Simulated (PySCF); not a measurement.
# GaB+: from the state search to spectroscopic constants

The task here is to estimate one member of a computed series from the others.

Computed with PySCF 2.14.0. Level: Ga x2c-SVPall, B x2c-SVPall, spin-free X2C with a Gaussian nucleus.

The first run:

Settings of the job:

- atoms: Ga, B
- charge: 1
- basis: Ga x2c-SVPall, B x2c-SVPall
- Hamiltonian: spin-free X2C with a Gaussian nucleus
- basis functions: 46
- electrons treated: 35
- masses in u: 68.9256, 11.0093
- levels: PBE0, PBE, r²SCAN, B2PLYP, M06, TPSSh, HSE06, HF, MP2, SCS-MP2, CCSD, CCSD(T)
- grid: 80 radial by 434 angular points
- occupations: held fixed by the projection of orbital angular momentum
- dissociation limit: Ga+ + B, each in its ground configuration
- starting distance in angstrom: 2.120
- values of 2S to try: 1, 3

Launch:

```
> OMP_NUM_THREADS=1 python dia.py task.json out
```

Among the steps run: The job; The PBE0 curve of the state that the search chose; Higher solutions at PBE0; PBE (GGA); r²SCAN; B2PLYP (double hybrid); M06 (hybrid meta-GGA); TPSSh; HSE06; UHF (mean field); MP2 and coupled cluster.

One of the session's tables, all rows but one given; the rest of the session is left out.

It belongs to the step «The curves together». Energy (eV) from each level's lowest point:

| R (Å) | UHF | UHF-MP2 | UHF-SCS-MP2 | UHF-CCSD | UHF-CCSD(T) |
| --- | --- | --- | --- | --- | --- |
| 2.369 | 0.299 | 0.200 | 0.224 | n/a | n/a |
| 2.479 | 0.159 | 0.091 | 0.108 | 0.094 | 0.086 |
| 2.590 | 0.072 | 0.031 | 0.041 | 0.033 | 0.028 |
| 2.672 | 0.033 | 0.008 | 0.014 | 0.009 | 0.007 |
| 2.755 | 0.011 | 0.000 | 0.002 | 0.000 | 0.000 |
| 2.838 | 0.000 | 0.002 | 0.000 | 0.002 | 0.004 |
| 2.948 | 0.000 | 0.017 | 0.010 | 0.015 | 0.020 |
| 3.086 | ? | ? | ? | ? | ? |
| 3.251 | 0.046 | 0.094 | 0.076 | 0.090 | 0.101 |
| 3.471 | 0.098 | 0.163 | 0.138 | n/a | n/a |

Q: Estimate the row for R (Å) = 3.086 from the others.

Worked estimate for «UHF». A straight line through the neighbours (2.948, 0.000) and (3.251, 0.046) gives 0.000 + (0.046 − 0.000) × (3.086 − 2.948) / (3.251 − 2.948) = 0.021; a parabola fitted to 4 rows on both sides gives 0.017.

The run gave: UHF: 0.015; UHF-MP2: 0.048; UHF-SCS-MP2: 0.035; UHF-CCSD: 0.045; UHF-CCSD(T): 0.053. In «UHF» the line misses by +0.006 and the parabola by +0.002.
